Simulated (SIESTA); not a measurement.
Crystal: In2CuO4.

```
CELL_PARAMETERS angstrom
-1.97850 1.97850 6.04000
1.97850 -1.97850 6.04000
1.97850 1.97850 -6.04000
ATOMIC_POSITIONS crystal
In 0.64710 0.64710 0.00000
In 0.35290 0.35290 0.00000
Cu 0.00000 0.00000 0.00000
O 0.25000 0.75000 0.50000
O 0.75000 0.25000 0.50000
O 0.00000 0.50000 0.50000
O 0.50000 0.00000 0.50000
```

- Program: SIESTA 5.4.2
- Task: single point
- Functional: PBEsol
- Potentials or basis: PseudoDojo 0.4 standard (PBEsol files)
- Basis: DZP (energy shift 0.003 Ry; two zetas on semicore shells)
- Grid cutoff: 800 Ry
- Energy shift: 0.003 Ry
- k mesh: 9 × 9 × 9
- Occupations: fermi-dirac, width 0.05 eV
- Spin: no spin polarisation

On this cell: pressure -18.0 GPa; largest force 1.360 eV/Å; band gap on the k mesh none (metal or under the smearing width).

The same run follows on a disturbed copy (atoms moved at random, drawn with an rms of 0.05 Å):

```xyz
7
Lattice="-1.9785 1.9785 6.0400 1.9785 -1.9785 6.0400 1.9785 1.9785 -6.0400" Properties=species:S:1:pos:R:3 pbc="T T T"
In   -0.0123    0.0342    7.8036
In    0.0229   -0.0244    4.2846
Cu   -0.0103   -0.0174   -0.0430
O     1.9864    0.0283    3.0333
O     0.0240    1.9489    3.0395
O     2.0164    0.0182    0.0269
O     0.0139    1.9979    0.0410
```

Question: What changes?

Answer: The energy (extrapolated to zero smearing) moves by +12.3 meV/atom; pressure -17.9 GPa; largest force 1.589 eV/Å; band gap on the k mesh none (metal or under the smearing width).

Forces on the atoms (eV/Å):
```
In   0.080 -0.122  1.473
In  -0.056  0.016 -1.588
Cu   0.502  0.417  0.117
O    0.069 -0.271  0.042
O   -0.128  0.278  0.043
O   -0.515  0.018 -0.047
O    0.050 -0.334 -0.040
```

Stress tensor (GPa, compression positive):
```
-17.57  -0.02  -0.29
 -0.02 -17.81   0.09
 -0.29   0.09 -18.23
```

Caveats: short orbitals over semicore shells can move pressures by several GPa; the basis of atomic orbitals isn't converged, which shifts pressures, moduli and gaps; an odd number of electrons without spin polarisation forces a metal; a magnetic or distorted state may lie lower; the run has no spin polarisation, though such a crystal can be magnetic; semilocal functionals often make such compounds metallic where correlation or magnetic order opens a gap, which also shifts bond lengths; so large a pressure means that the cell lies far from this level's equilibrium, or that cutoff or potentials fall short (some runs).
